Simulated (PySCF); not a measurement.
# Ge3H9P ((GeH3)3P): the cost of one run

Programs: PySCF 2.14.0, with density-fitted response routines of our own. Each step states its level of theory. These are calculated values for one molecule, in the gas phase or a continuum, unless marked as measured. Atoms are numbered from 0 throughout.

## 1. Starting geometry

13 atoms, charge 0, multiplicity 1; geometry from: GFN2-xTB. The atoms were then displaced at random by about 0.01 Å, so the start is not that level's minimum.

Bonds of the start (Å): Ge0–P1 2.33, P1–Ge2 2.30, P1–Ge3 2.27, Ge0–H4 1.49, Ge0–H5 1.47, Ge0–H6 1.51, Ge2–H7 1.51, Ge2–H8 1.52, Ge2–H9 1.48, Ge3–H10 1.54, Ge3–H11 1.52, Ge3–H12 1.49.

## 2. Geometry optimisation at PBE0-D3(BJ)/def2-SVP

Job settings and geometry (Å):

```
{"job": {"xc": "PBE0", "basis": "def2-SVP", "d3": "d3bj", "grid": 1, "shake": 0.01, "kind": "geom"}, "charge": 0, "multiplicity": 1}
Ge     1.864130    -0.711840    -0.099800
P      0.064490     0.211500    -1.261300
Ge    -0.334790     1.930190     0.215420
Ge    -1.482530    -1.199140    -0.385930
H      1.648740    -0.905620     1.364740
H      2.198470    -2.020970    -0.685620
H      3.062280     0.191610    -0.253310
H     -0.361860     1.569700     1.678840
H      0.760050     2.978000     0.113090
H     -1.620210     2.603670    -0.090800
H     -2.899690    -0.721230    -0.739750
H     -1.505200    -1.380230     1.120220
H     -1.388070    -2.562540    -0.986140
```

Command:

```sh
OMP_NUM_THREADS=1 python probes_run.py task.json out
```

The driver reads the jobs from task.json and runs them one after another.

**Question.** How long does this first job take on 1 thread of Arm Neoverse V2, shared host, and how much memory does it need?

About 82 s, with a peak of 0.78 GiB.
